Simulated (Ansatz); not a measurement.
# Hf3H8: what a guessed cell relaxes into

Aim: relax a trial structure of Hf3H8 and see where it ends.

Program: Ansatz 0.2.0. Level of theory: DFT PBE, scalar-relativistic, plane waves, PAW. These are calculated values, not measurements.

**1. The structure to begin with**

The structure is cubic, space group Pm-3m (No. 221). Conventional cell: a = 4.071 Å, b = 4.071 Å, c = 4.071 Å, α = 90.00°, β = 90.00°, γ = 90.00°. Hf (site symmetry 4/mmm) is surrounded by 8 H at 2.43 Å. H (site symmetry 3m) is surrounded by 3 H at 0.67 Å.

Coordinates:

```xyz
11
Lattice="4.0713 0.0000 0.0000 0.0000 4.0713 0.0000 0.0000 0.0000 4.0713" Properties=species:S:1:pos:R:3 pbc="T T T"
Hf    2.0357    0.0000    0.0000
Hf    0.0000    2.0357    0.0000
Hf    0.0000    0.0000    2.0357
H     2.3720    2.3720    2.3720
H     1.6993    1.6993    2.3720
H     1.6993    2.3720    1.6993
H     2.3720    1.6993    1.6993
H     2.3720    2.3720    1.6993
H     1.6993    1.6993    1.6993
H     2.3720    1.6993    2.3720
H     1.6993    2.3720    2.3720
```

The cell is invented: random cell by space group and Wyckoff sites (Pm-3m, No. 221). The dimensions are guesses.

**2. The guess as it stands, on a coarse mesh**

The input, input.yaml:

```yaml
crystal:
  lattice:
    - [4.07130322, 0.0, 0.0]
    - [0.0, 4.07130322, 0.0]
    - [0.0, 0.0, 4.07130322]
  atoms:
    - { symbol: Hf, position: [0.5, 0.0, 0.0] }
    - { symbol: Hf, position: [0.0, 0.5, 0.0] }
    - { symbol: Hf, position: [0.0, 0.0, 0.5] }
    - { symbol: H, position: [0.58261076, 0.58261076, 0.58261076] }
    - { symbol: H, position: [0.41738924, 0.41738924, 0.58261076] }
    - { symbol: H, position: [0.41738924, 0.58261076, 0.41738924] }
    - { symbol: H, position: [0.58261076, 0.41738924, 0.41738924] }
    - { symbol: H, position: [0.58261076, 0.58261076, 0.41738924] }
    - { symbol: H, position: [0.41738924, 0.41738924, 0.41738924] }
    - { symbol: H, position: [0.58261076, 0.41738924, 0.58261076] }
    - { symbol: H, position: [0.41738924, 0.58261076, 0.58261076] }
basis:
  ecutwfc: 420
kpoints:
  mp_grid: { grid: [4, 4, 4] }
hamiltonian:
  xc: pbe
scf:
  occupations: { method: gaussian, width: 0.1 }
  lower_state_search: "off"
output:
  forces: true
  stress: true
  eigenvalues: true
```

Run with:

```bash
ansatz run input.yaml --threads 1 --pin off --max-ram 2048MiB --backend cpu --events-out ev --progress --plain --runs-dir out
```

Further runs follow: a loose first relaxation; full relaxation.

**Question.** What will these runs give? Wanted: conventional cell; volume; energy over the elements; gap on the mesh.

The runs gave:

| quantity | value |
| --- | --- |
| symmetry at the end (tolerance 0.05 Å) | space group Pm-3m (No. 221) |
| conventional cell | a = 4.654 Å, b = 4.654 Å, c = 4.654 Å, α = 90.00°, β = 90.00°, γ = 90.00° |
| volume | 9.17 Å³/atom |
| energy over the elements (uncorrected; H, N, O, F and Cl as molecules) | -0.35 eV/atom |
| gap on the mesh | none (metal) |

What this shows: The space group Pm-3m (No. 221) is kept, and the volume per atom grows by 49.4 % from the first guess. It lies below the elements, which doesn't yet make it stable: competing phases were not computed in this session. No finished test with a distortion of lower symmetry is shown, so the end may be a saddle point. The runs treat Hf without spin-orbit coupling. Where forces pass 15 eV/Å atoms stand far too close, the PAW spheres overlap strongly and those numbers are rough.
